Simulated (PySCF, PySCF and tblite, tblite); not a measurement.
# C7H7NO: conformers and averaged spectra

Which conformers does C7H7NO (`C#CCC#CCC(N)=O`) populate, and what do their averaged NMR parameters look like?

Programs: PySCF 2.14.0 with density-fitted response routines of our own, and tblite 0.8.0. All values are computed, except where a source is named. Atoms count from 0 throughout.

## (1) The molecule as given

16 atoms, charge 0, multiplicity 1; geometry from: MMFF94s geometry.

Bonds of the start (Å): C0–C1 1.22, C0–H9 1.06, C1–C2 1.45, C2–C3 1.48, C2–H10 1.10, C2–H11 1.09, C3–C4 1.20, C4–C5 1.47, C5–C6 1.51, C5–H12 1.11, C5–H13 1.09, C6–N7 1.37, C6–O8 1.22, N7–H14 1.00, N7–H15 1.02.

## (2) GFN2-xTB relaxation, conformer 1

Job settings and geometry (Å):

```
{"job": {"xc": "GFN2-xTB", "basis": "xTB", "kind": "relax"}, "charge": 0, "multiplicity": 1}
C      2.975000    -2.149900     0.318700
C      2.433300    -1.403400    -0.476300
C      1.805000    -0.508900    -1.430900
C      0.682700     0.267800    -0.859800
C     -0.228700     0.878900    -0.364200
C     -1.343300     1.636200     0.227600
C     -2.324700     0.757400     0.969000
N     -1.789200    -0.147800     1.849800
O     -3.537800     0.872000     0.869200
H      3.431800    -2.804500     1.020100
H      1.423600    -1.091500    -2.286600
H      2.540100     0.186500    -1.831600
H     -0.957300     2.379300     0.948800
H     -1.879800     2.174900    -0.554900
H     -0.803100    -0.297600     1.938100
H     -2.435300    -0.740600     2.376300
```

Started as:

```console
$ OMP_NUM_THREADS=1 python ens_run.py task.json out
```

The driver reads the study from task.json and runs its stages one after another.

Output:

```text
step      E/eV     max force
  0    -691.42211    2.143
  1    -691.36969    5.487
  2    -691.48099    0.940
  3    -691.48758    0.898
  4    -691.49795    0.282
  5    -691.50328    0.685
  6    -691.51110    0.458
  7    -691.51577    0.263
  8    -691.51796    0.116
  9    -691.51947    0.164
 10    -691.52134    0.141
 11    -691.52230    0.075
 12    -691.52330    0.079
 13    -691.52420    0.107
 14    -691.52492    0.088
 15    -691.52534    0.054
 16    -691.52568    0.054
 17    -691.52607    0.080
 18    -691.52647    0.071
 19    -691.52679    0.046
 20    -691.52704    0.059
 21    -691.52725    0.053
 22    -691.52743    0.050
 23    -691.52760    0.036
 24    -691.52760    0.036
 25    -691.52767    0.055
 26    -691.52785    0.060
 27    -691.52792    0.063
 28    -691.52802    0.047
 29    -691.52823    0.043
 30    -691.52842    0.085
 31    -691.52853    0.166
 32    -691.52882    0.041
 33    -691.52909    0.067
 34    -691.52938    0.084
 35    -691.52978    0.070
 36    -691.53027    0.064
 37    -691.53077    0.055
 38    -691.53117    0.057
 39    -691.53149    0.050
 40    -691.53182    0.057
 41    -691.53228    0.061
 42    -691.53296    0.070
 43    -691.53390    0.103
 44    -691.53496    0.110
 45    -691.53599    0.076
 46    -691.53684    0.074
 47    -691.53758    0.093
 48    -691.53835    0.080
 49    -691.53885    0.050
 50    -691.53904    0.026
 51    -691.53914    0.024
 52    -691.53923    0.023
 53    -691.53934    0.030
 54    -691.53951    0.032
 55    -691.53971    0.035
 56    -691.53992    0.035
 57    -691.54013    0.038
 58    -691.54034    0.035
 59    -691.54056    0.035
 60    -691.54078    0.040
 61    -691.54098    0.033
 62    -691.54116    0.041
 63    -691.54136    0.044
 64    -691.54163    0.050
 65    -691.54190    0.044
 66    -691.54211    0.039
 67    -691.54228    0.030
 68    -691.54246    0.041
 69    -691.54271    0.050
 70    -691.54294    0.039
 71    -691.54310    0.030
 72    -691.54324    0.031
 73    -691.54341    0.047
 74    -691.54359    0.039
 75    -691.54371    0.023
 76    -691.54376    0.017
 77    -691.54380    0.015
 78    -691.54387    0.024
 79    -691.54396    0.027
 80    -691.54404    0.027
 81    -691.54410    0.026
 82    -691.54417    0.023
 83    -691.54428    0.028
 84    -691.54442    0.030
 85    -691.54454    0.021
 86    -691.54459    0.015
 87    -691.54462    0.013
 88    -691.54465    0.016
 89    -691.54469    0.035
 90    -691.54473    0.059
 91    -691.54478    0.028
 92    -691.54481    0.025
 93    -691.54484    0.020
 94    -691.54486    0.036
 95    -691.54489    0.020
 96    -691.54495    0.022
 97    -691.54503    0.035
 98    -691.54519    0.060
 99    -691.54536    0.052
100    -691.54548    0.024
101    -691.54557    0.026
102    -691.54565    0.030
103    -691.54576    0.030
104    -691.54583    0.020
105    -691.54590    0.019
106    -691.54599    0.031
107    -691.54610    0.040
108    -691.54626    0.040
109    -691.54646    0.030
110    -691.54664    0.046
111    -691.54673    0.026
112    -691.54679    0.067
113    -691.54684    0.036
114    -691.54689    0.015
115    -691.54693    0.017
116    -691.54696    0.013
117    -691.54697    0.012
118    -691.54700    0.012
119    -691.54702    0.015
120    -691.54704    0.015
121    -691.54705    0.016
122    -691.54706    0.011
123    -691.54708    0.013
124    -691.54709    0.010
125    -691.54709    0.008
126    -691.54710    0.009
127    -691.54710    0.009
128    -691.54711    0.006
129    -691.54711    0.003
```

Wall time 0.79 s (1 thread of Arm Neoverse V1, shared host).

The energy fell by 0.125 eV, and the atoms moved 0.32 Å (root mean square).

## (3) Shieldings, conformer 1: PBE0/pcSseg-1

Job settings and geometry (Å):

```
{"job": {"xc": "PBE0", "basis": "pcSseg-1", "kind": "nmr", "pop": true}, "charge": 0, "multiplicity": 1}
C      2.721401    -2.057451     0.497666
C      2.315616    -1.347345    -0.375177
C      1.782838    -0.469043    -1.403317
C      0.667552     0.296786    -0.869923
C     -0.242460     0.915195    -0.392752
C     -1.356850     1.633093     0.183210
C     -2.220033     0.788280     1.123092
N     -1.618582    -0.320161     1.601715
O     -3.341835     1.117482     1.431535
H      3.098847    -2.687173     1.246673
H      1.444702    -1.068371    -2.256009
H      2.569437     0.212863    -1.744462
H     -0.988557     2.485138     0.763928
H     -2.005765     2.026295    -0.603362
H     -0.701261    -0.591767     1.290426
H     -2.132648    -0.924878     2.219910
```

Output:

```text
coarse grid: 14096 points
cycle   1  E = -400.0707336659  dE =  1.598e+00  |g| = 8.953e-01  |ddm| = 4.220e+00
cycle   2  E = -399.6421216049  dE =  4.286e-01  |g| = 1.729e+00  |ddm| = 3.149e+00
cycle   3  E = -400.2220172502  dE = -5.799e-01  |g| = 2.545e-01  |ddm| = 2.421e+00
cycle   4  E = -400.2351736907  dE = -1.316e-02  |g| = 8.141e-02  |ddm| = 2.896e-01
cycle   5  E = -400.2362141204  dE = -1.040e-03  |g| = 3.837e-02  |ddm| = 7.802e-02
cycle   6  E = -400.2365120141  dE = -2.979e-04  |g| = 1.509e-02  |ddm| = 3.754e-02
cycle   7  E = -400.2365627117  dE = -5.070e-05  |g| = 4.055e-03  |ddm| = 1.274e-02
cycle   8  E = -400.2365662532  dE = -3.542e-06  |g| = 1.153e-03  |ddm| = 3.498e-03
final grid: 138264 points
cycle   9  E = -400.3003913812  dE = -2.229e-05  |g| = 1.240e-02  |ddm| = 4.701e-02
cycle  10  E = -400.3003162592  dE =  7.512e-05  |g| = 2.357e-02  |ddm| = 2.906e-02
cycle  11  E = -400.3004208224  dE = -1.046e-04  |g| = 2.174e-03  |ddm| = 2.069e-02
cycle  12  E = -400.3004217979  dE = -9.755e-07  |g| = 4.831e-04  |ddm| = 2.172e-03
cycle  13  E = -400.3004218370  dE = -3.912e-08  |g| = 2.723e-04  |ddm| = 5.173e-04
cycle  14  E = -400.3004218543  dE = -1.725e-08  |g| = 6.334e-05  |ddm| = 2.130e-04
cycle  15  E = -400.3004218551  dE = -8.229e-10  |g| = 2.577e-05  |ddm| = 6.160e-05
converged SCF energy = -400.3004218551

GIAO shielding tensors (ppm)
atom      isotropic    diamagn.    paramagn.     s11        s22        s33       span
  0 C      111.116     256.759    -145.642     37.694     41.844    253.811    216.117
  1 C      103.264     266.596    -163.332      2.870     10.859    296.062    293.192
  2 C      175.303     250.739     -75.437    164.264    175.929    185.715     21.450
  3 C      100.598     266.783    -166.184     14.046     25.510    262.238    248.192
  4 C      102.864     266.182    -163.318     16.505     23.486    268.600    252.095
  5 C      158.616     255.134     -96.518    136.834    158.202    180.811     43.978
  6 C       19.346     245.100    -225.754    -74.589     35.884     96.743    171.331
  7 N      149.295     326.185    -176.889     52.059    165.002    230.824    178.765
  8 O      -81.749     393.729    -475.478   -373.011   -199.617    327.382    700.393
  9 H       30.177      34.069      -3.892     24.961     25.275     40.294     15.332
 10 H       28.347      27.544       0.803     23.073     27.324     34.644     11.571
 11 H       28.364      26.189       2.174     22.863     27.310     34.919     12.056
 12 H       28.543      29.012      -0.469     24.189     27.817     33.621      9.433
 13 H       28.718      29.299      -0.581     23.636     28.339     34.179     10.543
 14 H       25.263      36.142     -10.878     18.150     26.761     30.879     12.728
 15 H       27.055      31.099      -4.044     23.080     23.370     34.714     11.634
```

Run time: 26 s. Hardware: 1 thread of Arm Neoverse V1, shared host; peak memory 0.83 GiB.

Key values: HOMO -7.21 eV, LUMO 0.41 eV; dipole 3.79 D.

## (4) Boltzmann average: properties at PBE0/pcSseg-1

Job settings and geometry (Å):

```
{"job": {"study": "conf", "smiles": "C#CCC#CCC(N)=O", "search": {"seed": 8765, "n_embed": 90, "ff_keep": 18, "window": 3.0, "nmax": 9, "temps": [250, 273.15, 298.15, 323.15, 373.15], "t_ref": 298.15, "order": 0.0005}, "level": {"nmr": {"xc": "PBE0", "basis": "pcSseg-1"}}, "kind": "conf"}, "charge": 0, "multiplicity": 1}
C      2.721401    -2.057451     0.497666
C      2.315616    -1.347345    -0.375177
C      1.782838    -0.469043    -1.403317
C      0.667552     0.296786    -0.869923
C     -0.242460     0.915195    -0.392752
C     -1.356850     1.633093     0.183210
C     -2.220033     0.788280     1.123092
N     -1.618582    -0.320161     1.601715
O     -3.341835     1.117482     1.431535
H      3.098847    -2.687173     1.246673
H      1.444702    -1.068371    -2.256009
H      2.569437     0.212863    -1.744462
H     -0.988557     2.485138     0.763928
H     -2.005765     2.026295    -0.603362
H     -0.701261    -0.591767     1.290426
H     -2.132648    -0.924878     2.219910
```

Output:

```text
conformer  sym    E(xTB)   E(DFT)   G(298.15 K)  weight  dipole/D
    1     C1      0.000    0.000    0.000   1.0000    3.787

mean shielding (ppm) by class
class atoms           250 K   273.15 K   298.15 K   323.15 K   373.15 K
  0 C  0            111.116    111.116    111.116    111.116    111.116
  1 C  1            103.264    103.264    103.264    103.264    103.264
  2 C  2            175.303    175.303    175.303    175.303    175.303
  3 C  3            100.598    100.598    100.598    100.598    100.598
  4 C  4            102.864    102.864    102.864    102.864    102.864
  5 C  5            158.616    158.616    158.616    158.616    158.616
  6 C  6             19.346     19.346     19.346     19.346     19.346
  7 N  7            149.295    149.295    149.295    149.295    149.295
  8 O  8            -81.749    -81.749    -81.749    -81.749    -81.749
  9 H  9             30.177     30.177     30.177     30.177     30.177
 10 H  10,11         28.355     28.355     28.355     28.355     28.355
 11 H  12,13          28.63      28.63      28.63      28.63      28.63
 12 H  14,15         26.159     26.159     26.159     26.159     26.159
```

Wall time 28 s (1 thread of Arm Neoverse V1, shared host). This counts the runs that the step sums up.

The search (ETKDG and KDG, MMFF94s, GFN2-xTB) embedded 90 structures, kept 1 distinct ones after the force field and 1 after xTB; 1 was carried on (window 3.0 kcal/mol at the search's own energies). Energies: PBE0/pcSseg-1 with D3(BJ).

The conformers at 298 K:

| no. | group | mirror pair | ΔE xTB | ΔE DFT | ΔG | weight (%) | μ (D) | C4–C5–C6–O8 (°) | O8–C6–N7–H14 (°) | A, B, C (GHz) |
| --- | --- | --- | --- | --- | --- | --- | --- | --- | --- | --- |
| 1 | C1 | yes | 0.00 | 0.00 | 0.00 | 100.0 | 3.79 | -162 | 177 | 3.73, 0.73, 0.63 |

Energies in kcal/mol. ΔG holds xTB vibrations and rotation, symmetry numbers and mirror pairs.

Shifts against references run at the same level (¹⁵N NH3 267.7, ¹H TMS 31.72, ¹⁷O H2O 336.1, ¹³C TMS 186.9 ppm of shielding), by class of atoms, at 298 K:

| atoms | environment | average |
| --- | --- | --- |
| C6 | amide carbonyl carbon | 167.6 |
| C3 | alkyne carbon | 86.3 |
| C4 | alkyne carbon | 84.1 |
| C1 | alkyne carbon | 83.7 |
| C0 | terminal alkyne carbon | 75.8 |
| C5 | sp3 CH2 α to a carbonyl | 28.3 |
| C2 | propargylic sp3 CH2 | 11.6 |
| H14, H15 | hydrogen on an amide-type nitrogen | 5.56 |
| H10, H11 | hydrogen on a propargylic sp3 CH2 | 3.36 |
| H12, H13 | hydrogen on an sp3 CH2 α to a carbonyl | 3.09 |
| H9 | hydrogen on a terminal alkyne carbon | 1.54 |
| N7 | amide-type nitrogen | 118.4 |
| O8 | amide-type carbonyl oxygen | 417.8 |

Effective distances for nuclear Overhauser effects, ⟨r⁻⁶⟩^(−1/6) over all pairs of two classes (Å): H12···H14 3.52.

## (5) Shieldings, conformer 1: KT2/pcSseg-1 in benzene

Changed since step 3:

```diff
@@ -1,2 +1,2 @@
-{"job": {"xc": "PBE0", "basis": "pcSseg-1", "kind": "nmr", "pop": true}, "charge": 0, "multiplicity": 1}
+{"job": {"xc": "KT2", "basis": "pcSseg-1", "solvent": "benzene", "kind": "nmr", "pop": false}, "charge": 0, "multiplicity": 1}
 C      2.721401    -2.057451     0.497666
```

Output:

```text
coarse grid: 14096 points
cycle   1  E = -407.3501531794  dE =  1.427e+00  |g| = 1.027e+00  |ddm| = 4.279e+00
cycle   2  E = -406.3166157916  dE =  1.034e+00  |g| = 2.324e+00  |ddm| = 5.085e+00
cycle   3  E = -407.5085386521  dE = -1.192e+00  |g| = 5.064e-01  |ddm| = 4.573e+00
cycle   4  E = -407.5646506004  dE = -5.611e-02  |g| = 1.577e-01  |ddm| = 6.077e-01
cycle   5  E = -407.5682828685  dE = -3.632e-03  |g| = 8.415e-02  |ddm| = 1.735e-01
cycle   6  E = -407.5697558966  dE = -1.473e-03  |g| = 3.119e-02  |ddm| = 9.638e-02
cycle   7  E = -407.5699476913  dE = -1.918e-04  |g| = 1.489e-02  |ddm| = 3.436e-02
cycle   8  E = -407.5700032242  dE = -5.553e-05  |g| = 3.099e-03  |ddm| = 1.366e-02
cycle   9  E = -407.5700047466  dE = -1.522e-06  |g| = 2.000e-03  |ddm| = 3.676e-03
final grid: 138264 points
cycle  10  E = -407.6014511244  dE = -3.073e-04  |g| = 1.521e-02  |ddm| = 1.625e-01
cycle  11  E = -407.6014098153  dE =  4.131e-05  |g| = 1.961e-02  |ddm| = 3.703e-02
cycle  12  E = -407.6014942979  dE = -8.448e-05  |g| = 8.156e-03  |ddm| = 2.355e-02
cycle  13  E = -407.6015100333  dE = -1.574e-05  |g| = 1.140e-03  |ddm| = 7.256e-03
cycle  14  E = -407.6015102069  dE = -1.736e-07  |g| = 8.026e-04  |ddm| = 1.590e-03
cycle  15  E = -407.6015103687  dE = -1.618e-07  |g| = 1.181e-04  |ddm| = 7.218e-04
cycle  16  E = -407.6015103721  dE = -3.401e-09  |g| = 3.136e-05  |ddm| = 1.386e-04
cycle  17  E = -407.6015103723  dE = -2.282e-10  |g| = 6.910e-06  |ddm| = 3.438e-05
converged SCF energy = -407.6015103723

GIAO shielding tensors (ppm)
atom      isotropic    diamagn.    paramagn.     s11        s22        s33       span
  0 C      118.696     256.315    -137.618     49.023     53.556    253.510    204.487
  1 C      109.474     263.888    -154.414     13.406     21.292    293.723    280.317
  2 C      172.026     257.708     -85.681    159.529    172.597    183.953     24.424
  3 C      106.480     266.205    -159.725     24.705     35.875    258.861    234.155
  4 C      109.382     264.888    -155.506     28.019     35.163    264.964    236.945
  5 C      157.463     260.887    -103.423    135.346    157.624    179.420     44.075
  6 C       28.277     246.594    -218.318    -53.065     43.552     94.344    147.409
  7 N      147.663     326.621    -178.959     55.336    163.776    223.876    168.540
  8 O      -39.161     395.625    -434.786   -285.079   -143.283    310.880    595.958
  9 H       29.834      35.120      -5.287     24.562     24.840     40.100     15.538
 10 H       27.850      27.760       0.090     22.580     27.026     33.945     11.365
 11 H       27.877      25.805       2.073     22.370     27.021     34.241     11.871
 12 H       28.206      29.342      -1.136     23.957     27.562     33.099      9.141
 13 H       28.532      29.541      -1.009     23.556     28.252     33.789     10.234
 14 H       24.947      36.298     -11.351     17.586     26.613     30.642     13.056
 15 H       26.792      30.819      -4.027     22.592     23.533     34.252     11.660
```

Run time: 20 s. Hardware: 1 thread of Arm Neoverse V1, shared host; peak memory 0.76 GiB.

In short: HOMO -5.92 eV, LUMO -0.52 eV; dipole 3.98 D.

## (6) Single-point energy, conformer 1: wB97X/pcseg-1 in benzene

Changed since step 5:

```diff
@@ -1,2 +1,2 @@
-{"job": {"xc": "KT2", "basis": "pcSseg-1", "solvent": "benzene", "kind": "nmr", "pop": false}, "charge": 0, "multiplicity": 1}
+{"job": {"xc": "wB97X", "basis": "pcseg-1", "solvent": "benzene", "kind": "sp"}, "charge": 0, "multiplicity": 1}
 C      2.721401    -2.057451     0.497666
```

Output:

```text
coarse grid: 14096 points
cycle   1  E = -400.4001535605  dE =  1.946e+00  |g| = 8.712e-01  |ddm| = 4.916e+00
cycle   2  E = -400.3358851243  dE =  6.427e-02  |g| = 1.136e+00  |ddm| = 2.144e+00
cycle   3  E = -400.5662322746  dE = -2.303e-01  |g| = 8.812e-02  |ddm| = 1.173e+00
cycle   4  E = -400.5677445417  dE = -1.512e-03  |g| = 4.950e-02  |ddm| = 1.294e-01
cycle   5  E = -400.5682795442  dE = -5.350e-04  |g| = 1.169e-02  |ddm| = 5.351e-02
cycle   6  E = -400.5683122301  dE = -3.269e-05  |g| = 5.311e-03  |ddm| = 1.610e-02
cycle   7  E = -400.5683199755  dE = -7.745e-06  |g| = 1.706e-03  |ddm| = 7.659e-03
final grid: 138264 points
cycle   8  E = -400.6385234846  dE = -8.834e-05  |g| = 6.050e-03  |ddm| = 8.139e-02
cycle   9  E = -400.6385264947  dE = -3.010e-06  |g| = 5.339e-03  |ddm| = 1.391e-02
cycle  10  E = -400.6385320522  dE = -5.557e-06  |g| = 7.739e-04  |ddm| = 3.886e-03
cycle  11  E = -400.6385321658  dE = -1.136e-07  |g| = 5.511e-04  |ddm| = 1.783e-03
cycle  12  E = -400.6385322439  dE = -7.817e-08  |g| = 9.850e-05  |ddm| = 6.324e-04
cycle  13  E = -400.6385322476  dE = -3.691e-09  |g| = 3.306e-05  |ddm| = 2.317e-04
cycle  14  E = -400.6385322484  dE = -7.735e-10  |g| = 8.892e-06  |ddm| = 1.444e-04
converged SCF energy = -400.6385322484
```

Wall time 13 s (1 thread of Arm Neoverse V1, shared host); peak memory 0.69 GiB.

Key values: HOMO -9.71 eV, LUMO 2.71 eV; dipole 4.33 D.

## (7) Averages: properties at KT2/pcSseg-1 in benzene

Changed since step 4:

```diff
@@ -1,2 +1,2 @@
-{"job": {"study": "conf", "smiles": "C#CCC#CCC(N)=O", "search": {"seed": 8765, "n_embed": 90, "ff_keep": 18, "window": 3.0, "nmax": 9, "temps": [250, 273.15, 298.15, 323.15, 373.15], "t_ref": 298.15, "order": 0.0005}, "level": {"nmr": {"xc": "PBE0", "basis": "pcSseg-1"}}, "kind": "conf"}, "charge": 0, "multiplicity": 1}
+{"job": {"study": "conf", "smiles": "C#CCC#CCC(N)=O", "search": {"seed": 8765, "n_embed": 90, "ff_keep": 18, "window": 3.0, "nmax": 9, "temps": [250, 273.15, 298.15, 323.15, 373.15], "t_ref": 298.15, "order": 0.0005}, "level": {"nmr": {"xc": "KT2", "basis": "pcSseg-1", "solvent": "benzene"}, "sp": {"xc": "wB97X", "basis": "pcseg-1", "solvent": "benzene"}, "change": "KT2/pcSseg-1; solvent benzene; energies wB97X/pcseg-1", "top": 4}, "kind": "conf"}, "charge": 0, "multiplicity": 1}
 C      2.721401    -2.057451     0.497666
```

Output:

```text
conformer  sym    E(xTB)   E(DFT)   G(298.15 K)  weight  dipole/D
    1     C1      0.000    0.000    0.000   1.0000    4.327

mean shielding (ppm) by class
class atoms           250 K   273.15 K   298.15 K   323.15 K   373.15 K
  0 C  0            118.696    118.696    118.696    118.696    118.696
  1 C  1            109.474    109.474    109.474    109.474    109.474
  2 C  2            172.026    172.026    172.026    172.026    172.026
  3 C  3             106.48     106.48     106.48     106.48     106.48
  4 C  4            109.382    109.382    109.382    109.382    109.382
  5 C  5            157.464    157.464    157.464    157.464    157.464
  6 C  6             28.277     28.277     28.277     28.277     28.277
  7 N  7            147.663    147.663    147.663    147.663    147.663
  8 O  8            -39.161    -39.161    -39.161    -39.161    -39.161
  9 H  9             29.834     29.834     29.834     29.834     29.834
 10 H  10,11         27.864     27.864     27.864     27.864     27.864
 11 H  12,13         28.369     28.369     28.369     28.369     28.369
 12 H  14,15         25.869     25.869     25.869     25.869     25.869
```

It took 33 s on 1 thread of Arm Neoverse V1, shared host. This counts the runs that the step sums up.

Against the first level, at 298 K (shieldings, ppm; largest changes first):

| atoms | PBE0/pcSseg-1 | KT2/pcSseg-1 in benzene | change |
| --- | --- | --- | --- |
| O8 | -81.7 | -39.2 | +42.6 |
| C6 | 19.3 | 28.3 | +8.9 |
| C0 | 111.1 | 118.7 | +7.6 |
| C4 | 102.9 | 109.4 | +6.5 |
| C1 | 103.3 | 109.5 | +6.2 |
| C3 | 100.6 | 106.5 | +5.9 |
| C2 | 175.3 | 172.0 | -3.3 |
| N7 | 149.3 | 147.7 | -1.6 |
| C5 | 158.6 | 157.5 | -1.2 |
| H10, H11 | 28.36 | 27.86 | -0.49 |

Weights: from PBE0/pcSseg-1 energies 1: 100 %; from wB97X/pcseg-1 in benzene energies 1: 100 % (with a dispersion term where the level has one and the same thermal terms, so they don't follow from the SCF energies alone). Times: 28 s and 33 s.

## (8) Summary of results

| quantity | value |
| --- | --- |
| conformers | 1; the first in weight is no. 1 (C1), 100 % at 298 K |
| root-mean-square dipole | 3.79 D |
| averaged ¹³C shifts (PBE0/pcSseg-1) | 167.6, 86.3, 84.1, 83.7, 75.8, 28.3, 11.6 ppm |
| averaged ¹H shifts (PBE0/pcSseg-1) | 5.56, 3.36, 3.09, 1.54 ppm |

**Reading.** The search found one conformer in the window, so the averages are its own values. Where an open-chain amide-type bond turns slowly on the NMR time scale, such averages don't hold. Protons on O, N, S or Se exchange and bind to solvent, so their values hold for the lone molecule only. Between PBE0/pcSseg-1 and KT2/pcSseg-1 in benzene, O8 changes most, by 42.6 ppm of raw shielding.
